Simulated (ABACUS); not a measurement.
The system is HPbNO4.

```
Pb O N H
1.0
     4.12042    0.00000    0.00000
    -0.00263    6.42744    0.00000
    -0.00358   -3.15584    7.72297
Pb O N H
2 8 2 2
Cartesian
  1.6221 5.4015 2.2609
  3.6847 -2.1295 5.4628
  3.7406 -0.6196 3.5241
  2.2125 0.1221 6.2172
  2.1985 2.1998 6.9042
  3.4456 1.6315 5.1997
  1.6776 3.8915 4.1994
  0.1533 3.1489 1.5044
  0.1403 1.0708 0.8189
  1.3870 1.6408 2.5231
  2.6083 1.3086 6.1220
  0.5497 1.9628 1.6006
  3.7209 0.2709 3.9502
  1.6584 3.0011 3.7733
```

The cell was built by a generator and needn't be a form met in nature.

Base run:

- Program: ABACUS 3.10.1
- Functional: AM05
- Potentials or basis: SG15 ONCV 1.2 PBE
- Cutoff: 1361 eV
- Density cutoff: 5442 eV
- Basis: DZP LCAO (the cutoffs set its grid)
- k mesh: 7 × 5 × 4
- Occupations: fermi-dirac, width 0.05 eV
- Spin: no spin polarisation

Its results: band gap on the k mesh 3.25 eV, indirect (least direct gap 3.33 eV); pressure 2.7 GPa; largest force 1.426 eV/Å.

Q: After a change of settings the same cell gave: band gap on the k mesh 3.68 eV, indirect (least direct gap 3.79 eV); pressure 0.5 GPa; largest force 1.391 eV/Å. Which change was it?
A. functional from AM05 to PBEsol
B. functional from AM05 to SCAN
C. functional from AM05 to LDA
D. functional from AM05 to BLYP

A: B.

SCAN gives the wider gap, since meta-GGAs in the generalised Kohn-Sham scheme recover part of the derivative discontinuity.

Caveats: the atomic orbitals were generated for these runs and aren't a published set; the potentials were made for another functional, which shifts forces and pressure; spin-orbit coupling is left out, which as a rule narrows the gap of such compounds by several tenths of an eV; an odd mesh through Γ misses points on the zone boundary, where band edges often lie; the basis of atomic orbitals isn't converged, which shifts pressures, moduli and gaps.

Runs at the PBE level aren't shown here.
